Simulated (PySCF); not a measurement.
**BGeSiNH5F (SMILES F[B]1N[SiH2][GeH2]1) at 5 levels**

Wanted: a comparison of 5 runs (HF/STO-3G, HF/def2-SVP, B3LYP/3-21G, wB97X/3-21G, B3LYP/6-31G*) of BGeSiNH5F. 

The results are computed with PySCF 2.14.0.

**1. The molecule**

BGeSiNH5F: 10 atoms, total charge 0, spin state singlet. As SMILES, `F[B]1N[SiH2][GeH2]1`. Geometry: relaxed at PBE0-D4/def2-TZVP.

Bond lengths: F1–B2 1.328 Å, B2–N3 1.408 Å, N3–Si4 1.769 Å, B2–Ge5 2.095 Å, Si4–Ge5 2.377 Å, N3–H6 1.011 Å, Si4–H7 1.488 Å, Si4–H8 1.488 Å, Ge5–H9 1.534 Å, Ge5–H10 1.534 Å. Some angles: F1–B2–N3 124.0°, F1–B2–Ge5 134.6°, N3–B2–Ge5 101.4°, B2–N3–Si4 107.3°, N3–Si4–Ge5 81.5°, B2–Ge5–Si4 69.8°, B2–N3–H6 124.0°, Si4–N3–H6 128.7°, N3–Si4–H7 111.5°, N3–Si4–H8 111.5°.

**2. Energy and forces at HF/STO-3G (run 1)**

The input, geometry.xyz:

```xyz
10

F      0.093300     0.066800     2.678700
B      0.050400     0.033100     1.352100
N      0.437200    -1.078700     0.580300
Si     0.203300    -0.646900    -1.119600
Ge    -0.523900     1.391600    -0.136100
H      0.780500    -1.945900     0.970900
H      1.481400    -0.707000    -1.879500
H     -0.769100    -1.555400    -1.785400
H     -2.007400     1.753600    -0.280300
H      0.337400     2.637400    -0.378300
```

The input, calc.py:

```python
from pyscf import gto

mol = gto.Mole()
mol.atom = 'geometry.xyz'
mol.charge = 0
mol.verbose = 4
mol.max_memory = 1860
mol.spin = 0
mol.basis = 'sto-3g'
mol.build()

mf = mol.RHF()
mf.conv_tol = 1e-10
mf.kernel()
if not mf.converged:
    mf = mf.newton().run(mf.mo_coeff, mf.mo_occ)

e_tot = mf.e_tot
print('E = %.10f Eh' % e_tot)
grad = mf.nuc_grad_method().kernel()
mf.analyze()
```

Launch:

```bash
$ OMP_NUM_THREADS=1 python calc.py
```

Standard output:

```text
PySCF version 2.14.0

[... 80 lines left out ...]
One-electron Energy =                -4350.600220333309153
[... 6 lines left out ...]
MO #2   energy= -67.982461282393   occ= 2
[... 4 lines left out ...]
MO #7   energy= -25.9133727669333  occ= 2
[... 4 lines left out ...]
MO #12  energy= -4.47749129099219  occ= 2
[... 4 lines left out ...]
MO #17  energy= -3.98875190545635  occ= 2
[... 4 lines left out ...]
MO #22  energy= -0.618302347343483 occ= 2
[... 4 lines left out ...]
MO #27  energy= -0.576882739004728 occ= 2
[... 4 lines left out ...]
MO #32  energy= -0.411928241638386 occ= 2
[... 4 lines left out ...]
MO #37  energy= 0.342204265192324  occ= 0
[... 4 lines left out ...]
MO #42  energy= 0.522146353730495  occ= 0
[... 4 lines left out ...]
MO #47  energy= 0.972669439266837  occ= 0
[... 21 lines left out ...]
pop of  3 Si 2py          1.99900
pop of  3 Si 2pz          1.99889
pop of  3 Si 3px          0.79195
pop of  3 Si 3py          0.83680
pop of  3 Si 3pz          0.63854
pop of  4 Ge 1s           2.00000
pop of  4 Ge 2s           1.99994
pop of  4 Ge 3s           1.99994
pop of  4 Ge 4s           1.20328
pop of  4 Ge 2px          1.99999
pop of  4 Ge 2py          1.99999
pop of  4 Ge 2pz          2.00000
pop of  4 Ge 3px          1.99876
pop of  4 Ge 3py          1.99863
pop of  4 Ge 3pz          1.99903
pop of  4 Ge 4px          0.84275
pop of  4 Ge 4py          0.86321
pop of  4 Ge 4pz          0.95954
pop of  4 Ge 3dxy         1.98391
pop of  4 Ge 3dyz         1.98794
pop of  4 Ge 3dz^2        1.98931
pop of  4 Ge 3dxz         1.99686
pop of  4 Ge 3dx2-y2      1.98544
pop of  5 H 1s            0.89185
pop of  6 H 1s            1.14871
pop of  7 H 1s            1.14870
pop of  8 H 1s            1.10310
pop of  9 H 1s            1.10309
 ** Mulliken atomic charges  **
charge of    0F =     -0.10947
charge of    1B =      0.11330
charge of    2N =     -0.38467
charge of    3Si =      0.58482
charge of    4Ge =      0.19147
charge of    5H =      0.10815
charge of    6H =     -0.14871
charge of    7H =     -0.14870
charge of    8H =     -0.10310
charge of    9H =     -0.10309
Dipole moment(X, Y, Z, Debye):  0.17304, -0.60140, -1.27566
```

It took 9.6 s on 1 thread of Intel Xeon at 2.50GHz (Skylake/Cascade Lake), shared host; peak memory 0.12 GiB.

**3. Energy and gradient at HF/def2-SVP (run 2)**

The input, run.py:

```python
# F[B]1N[SiH2][GeH2]1
from pyscf import gto, scf

mol = gto.M(
    atom='''
F        0.093300       0.066800       2.678700
B        0.050400       0.033100       1.352100
N        0.437200      -1.078700       0.580300
Si       0.203300      -0.646900      -1.119600
Ge      -0.523900       1.391600      -0.136100
H        0.780500      -1.945900       0.970900
H        1.481400      -0.707000      -1.879500
H       -0.769100      -1.555400      -1.785400
H       -2.007400       1.753600      -0.280300
H        0.337400       2.637400      -0.378300
''',
    charge=0,
    max_memory=1860,
    verbose=4,
    basis='def2-svp',
)

mf = scf.RHF(mol)
mf.conv_tol = 1e-10
mf.kernel()
if not mf.converged:
    mf = mf.newton().run(mf.mo_coeff, mf.mo_occ)

e_final = mf.e_tot
print('E = %.10f Eh' % e_final)
grad = mf.nuc_grad_method().kernel()
mf.analyze()
```

Launch:

```bash
$ OMP_NUM_THREADS=1 python run.py
```

Standard output:

```text
PySCF version 2.14.0

[... 81 lines left out ...]
Nuclear Repulsion Energy =             411.426775280856305
[... 12 lines left out ...]
MO #7   energy= -26.2850149524777  occ= 2
[... 10 lines left out ...]
MO #18  energy= -1.62054919027998  occ= 2
[... 10 lines left out ...]
MO #29  energy= -0.670618633305868 occ= 2
[... 10 lines left out ...]
MO #40  energy= 0.190692179888585  occ= 0
[... 10 lines left out ...]
MO #51  energy= 0.438736427002369  occ= 0
[... 10 lines left out ...]
MO #62  energy= 0.714729330593855  occ= 0
[... 10 lines left out ...]
MO #73  energy= 1.14384077880663   occ= 0
[... 10 lines left out ...]
MO #84  energy= 1.69735120539219   occ= 0
[... 10 lines left out ...]
MO #95  energy= 2.06428934494358   occ= 0
[... 10 lines left out ...]
MO #106 energy= 2.93560109766883   occ= 0
[... 10 lines left out ...]
MO #117 energy= 4.25669948180465   occ= 0
[... 91 lines left out ...]
pop of  4 Ge 5dz^2        0.00068
pop of  4 Ge 5dxz         0.00054
pop of  4 Ge 5dx2-y2      0.00209
pop of  5 H 1s            0.76427
pop of  5 H 2s            0.01146
pop of  5 H 2px           0.00101
pop of  5 H 2py           0.00155
pop of  5 H 2pz           0.00040
pop of  6 H 1s            1.13501
pop of  6 H 2s            0.00283
pop of  6 H 2px           0.00364
pop of  6 H 2py           0.00007
pop of  6 H 2pz           0.00120
pop of  7 H 1s            1.13500
pop of  7 H 2s            0.00284
pop of  7 H 2px           0.00207
pop of  7 H 2py           0.00191
pop of  7 H 2pz           0.00092
pop of  8 H 1s            1.07971
pop of  8 H 2s            0.00176
pop of  8 H 2px           0.00300
pop of  8 H 2py           0.00021
pop of  8 H 2pz           0.00004
pop of  9 H 1s            1.07970
pop of  9 H 2s            0.00176
pop of  9 H 2px           0.00105
pop of  9 H 2py           0.00211
pop of  9 H 2pz           0.00010
 ** Mulliken atomic charges  **
charge of    0F =     -0.34245
charge of    1B =      0.35026
charge of    2N =     -0.60173
charge of    3Si =      0.63106
charge of    4Ge =      0.19649
charge of    5H =      0.22132
charge of    6H =     -0.14274
charge of    7H =     -0.14274
charge of    8H =     -0.08473
charge of    9H =     -0.08473
Dipole moment(X, Y, Z, Debye):  0.33634, -1.00536, -1.01164
```

It took 43 s on 1 thread of Intel Xeon at 2.50GHz (Skylake/Cascade Lake), shared host; peak memory 0.3 GiB.

Runs 3 to 4 aren't shown in full; the table further down has their settings and results.

**4. Energy and gradient at B3LYP/6-31G(d) (Cartesian functions) (run 5)**

The input, mol.xyz:

```xyz
10
BFGeH5NSi
F      0.093300     0.066800     2.678700
B      0.050400     0.033100     1.352100
N      0.437200    -1.078700     0.580300
Si     0.203300    -0.646900    -1.119600
Ge    -0.523900     1.391600    -0.136100
H      0.780500    -1.945900     0.970900
H      1.481400    -0.707000    -1.879500
H     -0.769100    -1.555400    -1.785400
H     -2.007400     1.753600    -0.280300
H      0.337400     2.637400    -0.378300
```

The input, job.py:

```python
from pyscf import gto, dft

system = gto.Mole()
system.atom = 'mol.xyz'
system.basis = '6-31g*'
system.charge = 0
system.verbose = 4
system.cart = True
system.max_memory = 1860
system.build()

calc0 = dft.RKS(system)
calc0.xc = 'b3lyp'
calc0.conv_tol = 1e-10
calc0.grids.level = 5
calc0.kernel()
if not calc0.converged:
    calc0 = calc0.newton().run(calc0.mo_coeff, calc0.mo_occ)

energy = calc0.e_tot
print(f'total energy: {energy:.8f} hartree')
grad = calc0.nuc_grad_method().kernel()
calc0.analyze()
```

Launch:

```bash
$ OMP_NUM_THREADS=1 python job.py
```

Standard output:

```text
PySCF version 2.14.0

[... 100 lines left out ...]
Two-electron Coulomb Energy =         1529.083187758523309
[... 11 lines left out ...]
MO #9   energy= -6.81240872271813  occ= 2
[... 9 lines left out ...]
MO #19  energy= -1.1940305105776   occ= 2
[... 9 lines left out ...]
MO #29  energy= -0.445722416071437 occ= 2
[... 9 lines left out ...]
MO #39  energy= 0.0241578795679488 occ= 0
[... 9 lines left out ...]
MO #49  energy= 0.231014729454797  occ= 0
[... 9 lines left out ...]
MO #59  energy= 0.527330121882789  occ= 0
[... 9 lines left out ...]
MO #69  energy= 0.866067731289216  occ= 0
[... 9 lines left out ...]
MO #79  energy= 1.21330782913874   occ= 0
[... 9 lines left out ...]
MO #89  energy= 1.83995058930821   occ= 0
[... 9 lines left out ...]
MO #99  energy= 3.1862837273146    occ= 0
[... 9 lines left out ...]
MO #109 energy= 86.7057689231792   occ= 0
[... 83 lines left out ...]
pop of  4 Ge 3dxx         1.83058
pop of  4 Ge 3dxy         1.99872
pop of  4 Ge 3dxz         1.99923
pop of  4 Ge 3dyy         1.83074
pop of  4 Ge 3dyz         1.99898
pop of  4 Ge 3dzz         1.83440
pop of  4 Ge 4dxx         0.00262
pop of  4 Ge 4dxy         0.00411
pop of  4 Ge 4dxz         0.00106
pop of  4 Ge 4dyy         0.00202
pop of  4 Ge 4dyz         0.00322
pop of  4 Ge 4dzz         0.00175
pop of  4 Ge 5dxx         0.00132
pop of  4 Ge 5dxy         0.00169
pop of  4 Ge 5dxz         0.00045
pop of  4 Ge 5dyy         0.00116
pop of  4 Ge 5dyz         0.00132
pop of  4 Ge 5dzz         0.00082
pop of  5  H 1s           0.76233
pop of  5  H 2s           0.01247
pop of  6  H 1s           1.09623
pop of  6  H 2s           0.00307
pop of  7  H 1s           1.09622
pop of  7  H 2s           0.00308
pop of  8  H 1s           0.97768
pop of  8  H 2s           0.00282
pop of  9  H 1s           0.97767
pop of  9  H 2s           0.00284
 ** Mulliken atomic charges  **
charge of    0F =     -0.25785
charge of    1B =      0.29669
charge of    2N =     -0.50988
charge of    3Si =      0.56327
charge of    4Ge =     -0.15783
charge of    5H =      0.22520
charge of    6H =     -0.09930
charge of    7H =     -0.09930
charge of    8H =      0.01950
charge of    9H =      0.01949
Dipole moment(X, Y, Z, Debye):  0.41570, -1.17017, -0.60113
```

Wall time 1.9 min (1 thread of Intel Xeon at 2.50GHz (Skylake/Cascade Lake), shared host); peak memory 1.1 GiB.

**5. Overview of the runs**

| run | level | integration grid | Cartesian functions | energy (Eh) | dipole moment (D) | HOMO energy (eV) | LUMO energy (eV) | wall time |
| --- | --- | --- | --- | --- | --- | --- | --- | --- |
| 1 | HF/STO-3G | – | no | -2516.556228 | 1.42 | -7.12 | 9.31 | 9.6 s |
| 2 | HF/def2-SVP | – | no | -2545.391926 | 1.47 | -9.74 | 3.24 | 43 s |
| 3 | B3LYP/3-21G | 5 | no | -2536.528849 | 1.28 | -7.03 | 0.05 | 46 s |
| 4 | wB97X/3-21G | 5 | no | -2536.451176 | 1.27 | -9.46 | 2.16 | 58 s |
| 5 | B3LYP/6-31G* (Cartesian functions) | 5 | yes | -2548.814711 | 1.38 | -6.88 | -0.08 | 1.9 min |

**6. Outcome**

```
                       quantity           value
            run 5: total energy  -2548.81471 Eh
           run 5: dipole moment          1.38 D
             run 5: HOMO energy        -6.88 eV
             run 5: LUMO energy        -0.08 eV
           run 5: HOMO–LUMO gap         6.80 eV
run 5: largest force on an atom      0.481 eV/Å
```

The dipole moment (its size) runs from 1.27 D (wB97X/3-21G) to 1.47 D (HF/def2-SVP). The two ends differ in method and basis. The HOMO–LUMO gap runs from 6.80 eV (B3LYP/6-31G*) to 16.43 eV (HF/STO-3G). Totals of different functionals can't be ranked against each other. In run 1 the basis is minimal, so the values are rough. All runs together took 4.5 min, the longest 1.9 min.
